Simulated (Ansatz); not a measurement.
## Nudged elastic band run: Be18HCO

input.yaml

```yaml
crystal:
  lattice:
    - [4.58, 0.0, 0.0]
    - [3.435, 5.949595, 0.0]
    - [0.0, 0.0, 14.58843]
  atoms:
    - { symbol: Be, position: [0.0, 0.0, 0.0685475] }
    - { symbol: Be, position: [0.5, 0.0, 0.0685475] }
    - { symbol: Be, position: [0.0, 0.3333333, 0.0685475] }
    - { symbol: Be, position: [0.5, 0.3333333, 0.0685475] }
    - { symbol: Be, position: [0.0, 0.6666667, 0.0685475] }
    - { symbol: Be, position: [0.5, 0.6666667, 0.0685475] }
    - { symbol: Be, position: [-0.17130682, 0.23383957, 0.19060164] }
    - { symbol: Be, position: [0.34214488, 0.21769576, 0.19726959] }
    - { symbol: Be, position: [-0.17157836, 0.55742092, 0.19041593] }
    - { symbol: Be, position: [0.32495396, 0.55007155, 0.19465906] }
    - { symbol: Be, position: [-0.16457905, 0.88245799, 0.19108205] }
    - { symbol: Be, position: [0.33161584, 0.89558515, 0.19078527] }
    - { symbol: Be, position: [-0.01146657, 0.01296112, 0.31066714] }
    - { symbol: Be, position: [0.51677092, -0.02048145, 0.31958607] }
    - { symbol: Be, position: [0.02617738, 0.31513817, 0.32899877] }
    - { symbol: Be, position: [0.52755365, 0.32093648, 0.31132884] }
    - { symbol: Be, position: [0.0053505, 0.670744, 0.32143524] }
    - { symbol: Be, position: [0.45257307, 0.69127638, 0.3102203] }
    - { symbol: C, position: [0.67216531, 0.69818875, 0.4024423] }
    - { symbol: H, position: [0.6166035, 0.78160749, 0.46925907] }
    - { symbol: O, position: [1.00516204, 0.50303853, 0.40202402] }
basis:
  ecutwfc: 420.0
kpoints:
  mp_grid: { grid: [5, 4, 1] }
hamiltonian:
  xc: pbe
  dispersion: d3bj
scf:
  occupations: { method: gaussian, width: 0.15 }
  lower_state_search: "off"
neb:
  images: 5
  f_tol: 0.05
  initial_path: linear
  max_iterations: 18
  optimiser: fire
  constraints: [{ sites: [0, 1, 2, 3, 4, 5] }]
  final_atoms:
    - { symbol: Be, position: [0.0, 0.0, 0.0685475] }
    - { symbol: Be, position: [0.5, 0.0, 0.0685475] }
    - { symbol: Be, position: [0.0, 0.3333333, 0.0685475] }
    - { symbol: Be, position: [0.5, 0.3333333, 0.0685475] }
    - { symbol: Be, position: [0.0, 0.6666667, 0.0685475] }
    - { symbol: Be, position: [0.5, 0.6666667, 0.0685475] }
    - { symbol: Be, position: [-0.16457903, 0.2157913, 0.19108205] }
    - { symbol: Be, position: [0.33161586, 0.22891846, 0.19078527] }
    - { symbol: Be, position: [-0.1713068, 0.56717288, 0.19060164] }
    - { symbol: Be, position: [0.3421449, 0.55102907, 0.19726959] }
    - { symbol: Be, position: [-0.17157834, 0.89075423, 0.19041593] }
    - { symbol: Be, position: [0.32495398, 0.88340486, 0.19465906] }
    - { symbol: Be, position: [0.00535052, 0.00407731, 0.32143524] }
    - { symbol: Be, position: [0.45257309, 0.02460969, 0.3102203] }
    - { symbol: Be, position: [-0.01146655, 0.34629443, 0.31066714] }
    - { symbol: Be, position: [0.51677094, 0.31285186, 0.31958607] }
    - { symbol: Be, position: [0.0261774, 0.64847148, 0.32899877] }
    - { symbol: Be, position: [0.52755367, 0.65426979, 0.31132884] }
    - { symbol: C, position: [0.67216533, 1.03152206, 0.4024423] }
    - { symbol: H, position: [0.61660352, 1.1149408, 0.46925907] }
    - { symbol: O, position: [1.00516206, 0.83637184, 0.40202402] }
  order_check: false
```

Run as:

```bash
$ ansatz run input.yaml --threads 1 --pin off --max-ram 3072MiB --backend cpu --events-out ev --progress --plain --runs-dir out
```

Output, in part (warnings, iteration lines):

```
NEB end point (image 0): max|allowed force component| = 1.721e-2 eV/Å (the criterion of neb.relax_end_points is 1.000e-2)
NEB end point (image 6): max|allowed force component| = 1.721e-2 eV/Å (the criterion of neb.relax_end_points is 1.000e-2)
NEB iter   1: max|band force component| = 2.706e1 eV/Å  barrier→ = 5.4501 eV  barrier← = 5.4501 eV  Δτ_max = 0.2000 Å  (55 SCF iters)
NEB iter   2: max|band force component| = 2.494e0 eV/Å  barrier→ = 1.5183 eV  barrier← = 1.5183 eV  Δτ_max = 0.0561 Å  (38 SCF iters)
NEB iter   3: max|band force component| = 1.457e0 eV/Å  barrier→ = 1.2299 eV  barrier← = 1.2299 eV  Δτ_max = 0.0829 Å  (36 SCF iters)
NEB iter   4: max|band force component| = 2.598e0 eV/Å  barrier→ = 1.1135 eV  barrier← = 1.1135 eV  Δτ_max = 0.0106 Å  (36 SCF iters)
NEB iter   5: max|band force component| = 1.664e0 eV/Å  barrier→ = 1.0562 eV  barrier← = 1.0562 eV  Δτ_max = 0.0177 Å  (25 SCF iters)
NEB iter   6: max|band force component| = 7.045e-1 eV/Å  barrier→ = 0.9987 eV  barrier← = 0.9987 eV  Δτ_max = 0.0196 Å  (28 SCF iters)
NEB iter   7: max|band force component| = 8.936e-1 eV/Å  barrier→ = 0.9708 eV  barrier← = 0.9708 eV  Δτ_max = 0.0170 Å  (29 SCF iters)
NEB iter   8: max|band force component| = 1.133e0 eV/Å  barrier→ = 0.9521 eV  barrier← = 0.9521 eV  Δτ_max = 0.0141 Å  (29 SCF iters)
NEB iter   9: max|band force component| = 1.146e0 eV/Å  barrier→ = 0.9172 eV  barrier← = 0.9172 eV  Δτ_max = 0.0147 Å  (28 SCF iters)
NEB iter  10: max|band force component| = 8.914e-1 eV/Å  barrier→ = 0.8634 eV  barrier← = 0.8634 eV  Δτ_max = 0.0230 Å  (29 SCF iters)
NEB iter  11: max|band force component| = 8.687e-1 eV/Å  barrier→ = 0.8037 eV  barrier← = 0.8037 eV  Δτ_max = 0.0288 Å  (30 SCF iters)
NEB iter  12: max|band force component| = 9.876e-1 eV/Å  barrier→ = 0.7717 eV  barrier← = 0.7717 eV  Δτ_max = 0.0284 Å  (29 SCF iters)
NEB iter  13: max|band force component| = 1.273e0 eV/Å  barrier→ = 0.7500 eV  barrier← = 0.7500 eV  Δτ_max = 0.0323 Å  (30 SCF iters)
NEB iter  14: max|band force component| = 6.105e-1 eV/Å  barrier→ = 0.7142 eV  barrier← = 0.7142 eV  Δτ_max = 0.0054 Å  (30 SCF iters)
NEB iter  15: max|band force component| = 4.169e-1 eV/Å  barrier→ = 0.7048 eV  barrier← = 0.7048 eV  CI = image 3  Δτ_max = 0.0089 Å  (24 SCF iters)
NEB iter  16: max|band force component| = 3.488e-1 eV/Å  barrier→ = 0.6956 eV  barrier← = 0.6956 eV  CI = image 3  Δτ_max = 0.0101 Å  (25 SCF iters)
NEB iter  17: max|band force component| = 5.454e-1 eV/Å  barrier→ = 0.6895 eV  barrier← = 0.6895 eV  CI = image 3  Δτ_max = 0.0049 Å  (26 SCF iters)
NEB iter  18: max|band force component| = 3.747e-1 eV/Å  barrier→ = 0.6864 eV  barrier← = 0.6864 eV  CI = image 2  Δτ_max = 0.0080 Å  (22 SCF iters)
Error: NEB band did not converge after 18 iterations: max|band force component| = 3.75e-1 eV/Å (threshold 5.0e-2); raise `neb.max_iterations` in a new run, which can start from the last band evaluated (`neb.initial_path`, with `crystal.atoms` and `neb.final_atoms` set to its first and last images), …
```

It did not converge within its limit. The band didn't meet its force threshold, so its energies are provisional: the largest band force was still 0.37 eV/Å, and over the last iterations the top stayed at 0.70 eV. Limits of this set-up: coarse k mesh, thin slab, slab without dipole correction.

Final band (atoms are numbered from 1 in the order of the input):

| image | path coordinate (Å) | energy (eV) | Be14–Be17 (Å) | Be15–O21 (Å) | Be17–C19 (Å) |
| --- | --- | --- | --- | --- | --- |
| 0 | 0.00 | 0.00 | 2.18 | 1.64 | 1.86 |
| 1 | 0.75 | 0.20 | 2.25 | 1.75 | 1.85 |
| 2 | 1.49 | 0.69 | 2.33 | 2.38 | 1.88 |
| 3 | 2.23 | 0.69 | 2.44 | 2.88 | 2.03 |
| 4 | 2.97 | 0.54 | 2.59 | 3.21 | 2.25 |
| 5 | 3.71 | 0.16 | 2.65 | 3.50 | 2.41 |
| 6 | 4.46 | 0.00 | 2.62 | 3.66 | 2.54 |

Time of the run: 9.3 min on 1 thread of Intel(R) Xeon(R) 6975P-C (Granite Rapids), on a shared host, peak memory 1.1 GiB.
